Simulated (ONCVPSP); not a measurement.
**An ONCV potential for Ga: one input and its neighbour**

Aim: run the settings below and read what the generator makes of them, then set beside them a closely related input and test what it gives.

The numbers are computed with ONCVPSP 4.0.1 (PBE, scalar-relativistic, spin-unpolarised reference atom).

1 further run of the same task is left out (it didn't finish).

**1. Starting point**

The settings as typed:

```json
{"element": "gallium (Ga, Z = 31)", "type": "optimised norm-conserving Vanderbilt (ONCV)", "frozen core": "[Ne]", "valence charge": "21", "reference configuration": "3s2 3p6 3d10 4s2 4p1", "partial waves": "3s+4s: rc 1.05 bohr, ncon 3, nbas 8, qcut 12.4 1/bohr, 2 projectors; 3p+4p: rc 1.05 bohr, ncon 4, nbas 8, qcut 21 1/bohr, 3 projectors, debl 2.2 Ha; 3d: rc 0.85 bohr, ncon 4, nbas 9, qcut 20.3 1/bohr, 2 projectors, debl 0.6 Ha", "local potential": "polynomial inside 0.65 bohr (lpopt 5, dvloc0 0 Ha)", "core correction": "polynomial model core, fcfact 0.75"}
```

An earlier all-electron run gives the scale for the radii.

All-electron outer shells of the reference configuration (PBE, scalar-relativistic, ld1.x):

```csv
shell,level (eV),outermost node (bohr),outermost maximum (bohr)
2s,-1262.33,0.07,0.18
2p,-1098.84,–,0.15
3s,-148.13,0.27,0.56
3p,-98.86,0.24,0.56
3d,-19.15,–,0.53
4s,-8.95,0.81,1.90
4p,-2.58,0.87,2.53
```

**2. The first input**

File Ga.dat:

```
# ATOM AND REFERENCE CONFIGURATION
# atsym  z   nc   nv     iexc    psfile
  Ga 31.00    3    5        4      upf
#
#   n    l    f
    1    0    2.00
    2    0    2.00
    2    1    6.00
    3    0    2.00
    3    1    6.00
    3    2   10.00
    4    0    2.00
    4    1    1.00
#
# PSEUDOPOTENTIAL AND OPTIMIZATION
# lmax
    2
#
#   l,   rc,      ep,       ncon, nbas, qcut
    0    1.05    0.00    3    8   12.40
    1    1.05    0.00    4    8   21.00
    2    0.85    0.00    4    9   20.30
#
# LOCAL POTENTIAL
# lloc, lpopt,  rc(5),   dvloc0
    4    5    0.65    0.00
#
# VANDERBILT-KLEINMAN-BYLANDER PROJECTORs
# l, nproj, debl
    0    2    2.50
    1    3    2.20
    2    2    0.60
#
# MODEL CORE CHARGE
# icmod, fcfact, rcfact
    1    0.75    0.00
#
# LOG DERIVATIVE ANALYSIS
# epsh1, epsh2, depsh
   -7.00    5.00    0.04
#
# OUTPUT GRID
# rlmax, drl
    6.00    0.01
#
# TEST CONFIGURATIONS
# ncnf
    4
# nvcnf
#   n    l    f
    5
    3    0    2.00
    3    1    6.00
    3    2   10.00
    4    0    2.00
    4    1    0.00
#
    5
    3    0    2.00
    3    1    6.00
    3    2   10.00
    4    0    1.00
    4    1    0.00
#
    5
    3    0    2.00
    3    1    6.00
    3    2   10.00
    4    0    0.00
    4    1    0.00
#
    5
    3    0    2.00
    3    1    6.00
    3    2    9.00
    4    0    2.00
    4    1    1.00
#
```

Started as:

```sh
oncvpsp.x < Ga.dat > Ga.out
```

What the program wrote to Ga.out (without the consistency checks and plot data):

```text
[... the first 28 lines are left out ...]
    Energy error per electron        Cutoff
         Ha          eV             Ha
         0.01000     0.27211       38.33
         0.00100     0.02721       50.95
         0.00010     0.00272       60.95
         0.00001     0.00027       67.88

Calculating optimized projector #   2

 for l=   0

    Fraction of norm inside rc  0.039624
    Optimizing pswf for qcut=  12.39 a_B^-1,  ecut=  76.80 Ha
    Residual kinetic energy error=  3.31D-07 Ha

    Energy error per electron        Cutoff
         Ha          eV             Ha
         0.01000     0.27211       21.90
         0.00100     0.02721       43.89
         0.00010     0.00272       56.56
         0.00001     0.00027       65.81

   Wellstate for l =  1  n =  5
     eigenvalue =   2.1052
     asymptotic potential =   2.6052
     half-point radius =  2.7012

Calculating optimized projector #   1

 for l=   1

    Fraction of norm inside rc  0.901904
    Optimizing pswf for qcut=  21.00 a_B^-1,  ecut= 220.51 Ha
    Residual kinetic energy error=  2.76D-09 Ha
 ERROR pspot:  first pseudo wave function has node,          program will stop
 ERROR pspot: try changing psp parameters for this l
```

Run time: 0.54 s. Hardware: 1 thread, shared host.

**3. What went wrong**

The generator stops with "ERROR pspot: first pseudo wave function has node, program will stop". The reason: the optimised pseudo-wave of the first projector has a node, so the radial equation cannot be inverted for a potential.

The neighbouring input differs in this: s: qcut 12.4 → 12 1/bohr; p: qcut 21 → 20.3 1/bohr; d: qcut 20.3 → 19.6 1/bohr.

**4. The neighbouring input**

Changes to Ga.dat since step 2:

```diff
@@ -19,5 +19,5 @@
 #   l,   rc,      ep,       ncon, nbas, qcut
-    0    1.05    0.00    3    8   12.40
-    1    1.05    0.00    4    8   21.00
-    2    0.85    0.00    4    9   20.30
+    0    1.05    0.00    3    8   12.00
+    1    1.05    0.00    4    8   20.30
+    2    0.85    0.00    4    9   19.60
 #
```

Started as:

```sh
oncvpsp.x < Ga.dat > Ga.out
```

What the program wrote to Ga.out (without the consistency checks and plot data):

```text
ONCVPSP  (Optimized Norm-Conservinng Vanderbilt PSeudopotential)
scalar-relativistic version 4.0.1

#   n    l    f        energy (Ha)
    1    0    2.00    -3.7594425E+02
    2    0    2.00    -4.6389588E+01
    2    1    6.00    -4.0381495E+01
    3    0    2.00    -5.4435284E+00
    3    1    6.00    -3.6330117E+00
    3    2   10.00    -7.0391502E-01
    4    0    2.00    -3.2885947E-01
    4    1    1.00    -9.4783800E-02

Reference configufation results
  iterations    31
  all-electron total energy (Ha)   -1.94393780D+03

Begin loop to  construct optimized pseudo wave functions
and semi-local pseudopoentials for all angular momenta

Calculating optimized projector #   1

 for l=   0

    Fraction of norm inside rc  0.933130
    Optimizing pswf for qcut=  11.99 a_B^-1,  ecut=  71.94 Ha
    Residual kinetic energy error=  1.22D-06 Ha

    Energy error per electron        Cutoff
         Ha          eV             Ha
         0.01000     0.27211       36.26
         0.00100     0.02721       48.71
         0.00010     0.00272       57.90
         0.00001     0.00027       64.95

Calculating optimized projector #   2

 for l=   0

    Fraction of norm inside rc  0.039624
    Optimizing pswf for qcut=  11.99 a_B^-1,  ecut=  71.94 Ha
    Residual kinetic energy error=  6.66D-07 Ha

    Energy error per electron        Cutoff
         Ha          eV             Ha
         0.01000     0.27211       14.43
         0.00100     0.02721       41.87
         0.00010     0.00272       54.17
         0.00001     0.00027       63.07

   Wellstate for l =  1  n =  5
     eigenvalue =   2.1052
     asymptotic potential =   2.6052
     half-point radius =  2.7012

Calculating optimized projector #   1

 for l=   1

    Fraction of norm inside rc  0.901904
    Optimizing pswf for qcut=  20.28 a_B^-1,  ecut= 205.71 Ha
    Residual kinetic energy error=  6.83D-09 Ha

    Energy error per electron        Cutoff
         Ha          eV             Ha
         0.01000     0.27211       71.65
         0.00100     0.02721      108.55
         0.00010     0.00272      136.48
         0.00001     0.00027      157.36

Calculating optimized projector #   2

 for l=   1

    Fraction of norm inside rc  0.016188
    Optimizing pswf for qcut=  20.28 a_B^-1,  ecut= 205.71 Ha
    Residual kinetic energy error=  1.20D-10 Ha

    Energy error per electron        Cutoff
         Ha          eV             Ha
         0.01000     0.27211       28.76
         0.00100     0.02721       47.75
         0.00010     0.00272       75.52
         0.00001     0.00027      107.83

Calculating optimized projector #   3

 for l=   1

    Fraction of norm inside rc  0.045361
    Optimizing pswf for qcut=  20.28 a_B^-1,  ecut= 205.71 Ha
    Residual kinetic energy error=  3.86D-10 Ha

    Energy error per electron        Cutoff
         Ha          eV             Ha
         0.01000     0.27211       37.20
         0.00100     0.02721       54.83
         0.00010     0.00272       77.27
         0.00001     0.00027      104.68

WARNING wellstate: negative energy specified for n= 4 l=  2
WARNING scattering state with energy  0.25000000
WARNING will be used for the first projector

   Wellstate for l =  2  n =  4
     eigenvalue =   0.2500
     asymptotic potential =   0.7500
     half-point radius =  6.9120

Calculating optimized projector #   1

 for l=   2

    Fraction of norm inside rc  0.635479
    Optimizing pswf for qcut=  19.60 a_B^-1,  ecut= 192.14 Ha
    Residual kinetic energy error=  5.45D-07 Ha

    Energy error per electron        Cutoff
         Ha          eV             Ha
         0.01000     0.27211      119.39
         0.00100     0.02721      142.42
         0.00010     0.00272      160.85
         0.00001     0.00027      174.90

Calculating optimized projector #   2

 for l=   2

    Fraction of norm inside rc  0.018363
    Optimizing pswf for qcut=  19.60 a_B^-1,  ecut= 192.14 Ha
    Residual kinetic energy error=  2.49D-08 Ha

    Energy error per electron        Cutoff
         Ha          eV             Ha
         0.01000     0.27211       77.24
         0.00100     0.02721      109.50
         0.00010     0.00272      135.43
         0.00001     0.00027      155.84

Construct Vanderbilt / Kleinmman-Bylander projectors

B matrix Hermiticity error, ll=   0
   1   2    7.6785E-04

  Orthonormal projector coefficients  2.5397E+01  3.7981E+00

B matrix Hermiticity error, ll=   1
   1   2    3.2123E-04
   1   3   -8.4452E-04
   2   3    6.3281E-05

  Orthonormal projector coefficients  1.2284E+01 -8.9826E+00  2.9706E+00

B matrix Hermiticity error, ll=   2
   1   2    7.0783E-05

  Orthonormal projector coefficients -1.7405E+01 -4.2046E+00

Model core correction analysis
  based on d2Exc/dn_idn_j

d2excae - all-electron derivatives

   -4.473632D-02   -4.142934D-02   -3.111442D-02   -1.523660D-03
   -7.150699D-04
   -4.152155D-02   -3.978689D-02   -3.014350D-02   -1.374583D-03
   -6.771132D-04
   -3.147024D-02   -3.043907D-02   -2.682874D-02   -1.037681D-03
   -4.976744D-04
   -1.803027D-03   -1.689104D-03   -1.355919D-03   -9.945466D-05
   -3.800858D-05
   -7.798328D-04   -7.512881D-04   -5.763309D-04   -4.185119D-05
   -1.882671D-05

d2excps - pseudofunction derivatives with no core correction

   -4.842996D-02   -4.247397D-02   -3.454854D-02   -1.936541D-03
   -8.028798D-04
   -4.256653D-02   -4.040889D-02   -3.367142D-02   -1.475162D-03
   -7.137576D-04
   -3.490446D-02   -3.396679D-02   -2.907643D-02   -1.204508D-03
   -5.950031D-04
   -2.215503D-03   -1.789622D-03   -1.522693D-03   -1.317711D-04
   -4.335174D-05
   -8.676586D-04   -7.879435D-04   -6.736727D-04   -4.719366D-05
   -2.029214D-05

rms 2nd derivative error    1.675684E-03

Polynomial model core charge

d2excps - pseudofunction derivatives with core correction

   -4.012522D-02   -3.901264D-02   -3.286821D-02   -1.308779D-03
   -6.806456D-04
   -3.910466D-02   -3.838569D-02   -3.245016D-02   -1.209554D-03
   -6.406137D-04
   -3.322362D-02   -3.274550D-02   -2.817459D-02   -1.073529D-03
   -5.501128D-04
   -1.588020D-03   -1.523989D-03   -1.391694D-03   -8.491147D-05
   -3.418588D-05
   -7.453991D-04   -7.147931D-04   -6.287768D-04   -3.802758D-05
   -1.772896D-05

rms 2nd derivative error    1.465188E-03

Pseudoatom total energy -259.708520

Diagnostic tests using Vanderbilt-Kleinman-Bylander pseudopotentials
  1 or more projectors used as specified by nproj input data

   l    rcore       rmatch      e in        delta e   norm test  slope test

   0   1.0511546   1.0830699  -5.4435284   0.0000235   1.0002834   1.0002719
   0   1.0511546   1.0830699  -0.3288595   0.0000151   1.0000811   1.0000614

   1   1.0511546   1.0830699  -3.6330117  -0.0000511   1.0002035   1.0002097
   1   1.0511546   1.0830699  -0.0947838  -0.0000035   0.9998593   1.0000576
   1   1.0511546   1.0830699   2.1052162  -0.0021044   1.0009055   1.0009055

   2   0.8525842   0.8784705  -0.7039150  -0.0000208   1.0002011   1.0002058
   2   0.8525842   0.8784705   0.2500000  -0.0000310   1.0003763   1.0003763

 Testing for bound ghosts
   n   l    E NL Schr. Eq   E Basis Diag.   E Cutoff

   1   0       -5.443505       -5.443516    238.86
   2   0       -0.328844       -0.099479    238.86

   2   1       -3.633063       -3.633030    358.63
   3   1       -0.094787        0.331450    358.63

   3   2       -0.703936       -0.684796    609.34

 Testing for highly-localized positive-energy ghosts
       l    <radius>/rc     E Basis Diag.   E Cutoff

Test configuration 0

   n   l     f        eae           eps        diff
   1   0  2.0000 -375.94425129
   2   0  2.0000  -46.38958798
   2   1  6.0000  -40.38149478
   3   0  2.0000   -5.44352838   -5.44350488    2.35D-05
   3   1  6.0000   -3.63301169   -3.63306277   -5.11D-05
   3   2 10.0000   -0.70391502   -0.70393587   -2.08D-05
   4   0  2.0000   -0.32885947   -0.32884435    1.51D-05
   4   1  1.0000   -0.09478380   -0.09478727   -3.47D-06

    Total energies and differences
      AE_ref= -1.94393780D+03  AE_tst= -1.94393780D+03  dif=  0.00D+00
      PS_ref= -2.59708520D+02  PS_tst= -2.59708520D+02  dif=  2.50D-12
      PSP excitation error= -2.50D-12

Test configuration 1

   n   l     f        eae           eps        diff
   1   0  2.0000 -376.25088414
   2   0  2.0000  -46.69347132
   2   1  6.0000  -40.68571976
   3   0  2.0000   -5.74784119   -5.74772325    1.18D-04
   3   1  6.0000   -3.93746457   -3.93744256    2.20D-05
   3   2 10.0000   -1.00775638   -1.00781501   -5.86D-05
   4   0  2.0000   -0.60019325   -0.60017365    1.96D-05

    Total energies and differences
      AE_ref= -1.94393780D+03  AE_tst= -1.94372876D+03  dif=  2.09D-01
      PS_ref= -2.59708520D+02  PS_tst= -2.59499452D+02  dif=  2.09D-01
      PSP excitation error= -3.10D-05

Test configuration 2

   n   l     f        eae           eps        diff
   1   0  2.0000 -376.70002363
   2   0  2.0000  -47.13262576
   2   1  6.0000  -41.12570041
   3   0  2.0000   -6.19075951   -6.19058462    1.75D-04
   3   1  6.0000   -4.38038008   -4.38021273    1.67D-04
   3   2 10.0000   -1.44638641   -1.44661348   -2.27D-04
   4   0  1.0000   -0.95804225   -0.95799202    5.02D-05

    Total energies and differences
      AE_ref= -1.94393780D+03  AE_tst= -1.94295231D+03  dif=  9.85D-01
      PS_ref= -2.59708520D+02  PS_tst= -2.58722949D+02  dif=  9.86D-01
      PSP excitation error= -8.10D-05

Test configuration 3

psatom: WARNING lschvkbb convergence error n,l,iter=   3   1   4
ea(ii),et,emin,emax -1.031217E-01 -1.134338E-01 -1.134338E-01 -1.134338E-01
run_config: WARNING for fully non-local PS atom, stg. 1
 WARNING no output for configuration 4

Test configuration 4

   n   l     f        eae           eps        diff
   1   0  2.0000 -376.65597629
   2   0  2.0000  -47.13414240
   2   1  6.0000  -41.12311704
   3   0  2.0000   -6.13121378   -6.13345760   -2.24D-03
   3   1  6.0000   -4.31280520   -4.31396324   -1.16D-03
   3   2  9.0000   -1.35660390   -1.35549071    1.11D-03
   4   0  2.0000   -0.71014855   -0.71025912   -1.11D-04
   4   1  1.0000   -0.40841564   -0.40846337   -4.77D-05

    Total energies and differences
      AE_ref= -1.94393780D+03  AE_tst= -1.94292000D+03  dif=  1.02D+00
      PS_ref= -2.59708520D+02  PS_tst= -2.58691021D+02  dif=  1.02D+00
      PSP excitation error=  3.01D-04
```

Run time: 4.8 s. Hardware: 1 thread, shared host.

The projector energies used in the d channel were -0.704, 0.250 Ha; the program set a typed value aside.

Partial waves on a coarse radial grid (AE all-electron, PS pseudo):

```
r (bohr)    3s AE   3s PS    3p AE   3p PS
   0.053   0.1493  0.1615  -0.4125  0.0385
   0.105  -0.5447  0.3198  -0.6875  0.1439
   0.158  -0.7352  0.4802  -0.5745  0.3032
   0.210  -0.4836  0.6347  -0.2335  0.4875
   0.262  -0.0398  0.7828   0.1759  0.6766
   0.315   0.4302  0.9225   0.5631  0.8551
   0.368   0.8239  1.0453   0.8729  1.0062
   0.420   1.1049  1.1439   1.0904  1.1217
   0.473   1.2834  1.2173   1.2286  1.2037
   0.525   1.3681  1.2596   1.2952  1.2497
   0.578   1.3839  1.2718   1.3093  1.2639
   0.630   1.3484  1.2539   1.2834  1.2483
   0.683   1.2781  1.2089   1.2297  1.2071
   0.735   1.1887  1.1435   1.1597  1.1472
   0.788   1.0869  1.0611   1.0783  1.0724
   0.840   0.9835  0.9707   0.9937  0.9915
   0.893   0.8795  0.8744   0.9069  0.9062
   0.945   0.7821  0.7805   0.8236  0.8234
   0.998   0.6893  0.6889   0.7425  0.7424
   1.050   0.6057  0.6055   0.6677  0.6676
   1.102   0.5299  0.5297   0.5982  0.5981
   1.155   0.4605  0.4604   0.5331  0.5330
   1.208   0.3989  0.3988   0.4737  0.4736
   1.260   0.3455  0.3454   0.4209  0.4208
   1.313   0.2976  0.2975   0.3724  0.3723
   1.365   0.2566  0.2566   0.3297  0.3296
```

Densities times 4π (e/bohr³); a dash where the program caps the true core:

```
r (bohr)  pseudo valence  true core  model core
   0.053           23.37          –        1423
   0.158           55.17       1435        1008
   0.262           109.1      308.7         302
   0.368           133.6      43.43       43.43
   0.473           112.2        5.6         5.6
   0.578           76.99     0.6943      0.6943
   0.683           48.66    0.08585     0.08585
   0.788           29.62    0.01058     0.01058
   0.893           17.65   0.001306    0.001306
   0.998           10.54  0.0001638   0.0001638
   1.102           6.473  2.129e-05   2.129e-05
   1.208           4.085  2.626e-06   2.626e-06
   1.313           2.707  3.909e-07   3.909e-07
```

**5. Transferability, from the output's test configurations**

1 test gave no usable energy difference (3s2 3p6 3d10 4s0 4p0).

Energies count from the reference configuration 3s2 3p6 3d10 4s2 4p1; the error is all-electron less pseudo.

```csv
valence configuration,charge,ΔE all-electron (eV),error AE − PS (meV)
3s2 3p6 3d10 4s2 4p0,+1,5.688,-0.8
3s2 3p6 3d10 4s1 4p0,+2,26.817,-2.2
3s2 3p6 3d9 4s2 4p1,+1,27.696,+8.2
```

**6. Does it scatter like the atom?**

Taken from the files of the generation run. The phase is arctan(r·R′/R) of the radial function R, unwrapped, with energies in Ha. A pole is an energy at which the radial function vanishes at the test radius. The pseudo phase is shifted by a multiple of π to meet the all-electron one at the reference energy. Levels narrower than the energy grid can be missing from the poles. The last column is the largest difference on the grid between −0.5 and +0.5 Ha.

| channel | radius (bohr) | reference (Ha) | poles AE | poles PS | window around the reference with phases within 0.05 rad (Ha) | largest difference near zero (rad) |
| --- | --- | --- | --- | --- | --- | --- |
| s | 1.06 | -0.33 | -4.34 | -4.34 | the whole range | 0.000 |
| p | 1.06 | -0.09 | -2.37 | -2.37 | the whole range | 0.000 |
| d | 0.86 | -0.70 | 2.40 | 2.40 | the whole range | 0.000 |

Phases (rad) along the scan:

| E (Ha) | s AE | s PS | d AE | d PS |
| --- | --- | --- | --- | --- |
| -6.96 | 0.236 | 0.236 | 1.051 | 1.051 |
| -6.32 | -0.651 | -0.651 | 0.999 | 0.999 |
| -5.68 | -1.200 | -1.200 | 0.931 | 0.931 |
| -5.04 | -1.436 | -1.436 | 0.839 | 0.839 |
| -4.40 | -1.561 | -1.561 | 0.709 | 0.709 |
| -3.76 | -1.643 | -1.643 | 0.518 | 0.518 |
| -3.12 | -1.706 | -1.706 | 0.234 | 0.234 |
| -2.48 | -1.760 | -1.760 | -0.149 | -0.149 |
| -1.84 | -1.811 | -1.811 | -0.558 | -0.558 |
| -1.20 | -1.864 | -1.864 | -0.886 | -0.886 |
| -0.56 | -1.924 | -1.924 | -1.114 | -1.114 |
| 0.08 | -1.996 | -1.995 | -1.270 | -1.270 |
| 0.72 | -2.087 | -2.087 | -1.382 | -1.382 |
| 1.36 | -2.210 | -2.210 | -1.466 | -1.466 |
| 2.00 | -2.385 | -2.386 | -1.534 | -1.534 |
| 2.64 | -2.643 | -2.644 | -1.591 | -1.591 |
| 3.28 | -2.999 | -3.004 | -1.642 | -1.642 |
| 3.92 | -3.405 | -3.411 | -1.691 | -1.691 |
| 4.56 | -3.752 | -3.759 | -1.738 | -1.738 |

**7. Plane-wave cutoff and ghosts**

From the same output: the cutoffs (Ha) at which the residual kinetic energy of the hardest occupied pseudo-wave falls to 1 and 0.1 mHa per electron are 142 Ha and 161 Ha.

The program's own ghost test: no bound ghost flagged; no localised positive-energy state flagged.

Cutoff (Ha) at which the first wave of each channel reaches a given error (Ha per electron):

```
  error     s      p      d
1.0e-02  36.3   71.7  119.4
3.2e-03  42.8   91.4  131.4
1.0e-03  48.7  108.5  142.4
3.2e-04  53.5  123.5  152.2
1.0e-04  57.9  136.5  160.9
3.2e-05  61.8  147.1  168.5
1.0e-05  65.0  157.4  174.9
```

**8. Outcome**

```
                                                quantity                                                                        value
                                             first input  failed: ERROR pspot: first pseudo wave function has node, program will stop
                                            second input                                                                    generated
  cutoffs for 1 and 0.1 mHa per electron, occupied waves                                                            142 Ha and 161 Ha
                                            bound ghosts                                                                   none found
                                          GHOST(+) flags                                                           none at low energy
                            largest test error (AE − PS)                          +8.2 meV, for 3s2 3p6 3d9 4s2 4p1 (1 test unsolved)
largest phase difference near zero energy, channels read                                                                    0.000 rad
 rms error of d²Exc/dn², without and with the model core                                                            1.68 and 1.47 mHa
                 projector energies reset by the program                                                          d: -0.704, 0.250 Ha
```

What this shows: So this one change separates a failed generation from a finished one. By total energies transferability is good where solved: the largest error is 8.2 meV on 27.7 eV, for 3s2 3p6 3d9 4s2 4p1. Of the tests 1 gave no usable energy difference, which is a warning in itself. It counts as very hard, with 142 Ha needed at the looser tolerance. At the looser tolerance the 3d wave is the slowest; 3p needs 109 Ha. No bound ghost shows below the valence levels. Near zero energy the phases of the channels with partial waves agree within 0.001 rad. All of this concerns the isolated atom, not yet a solid.
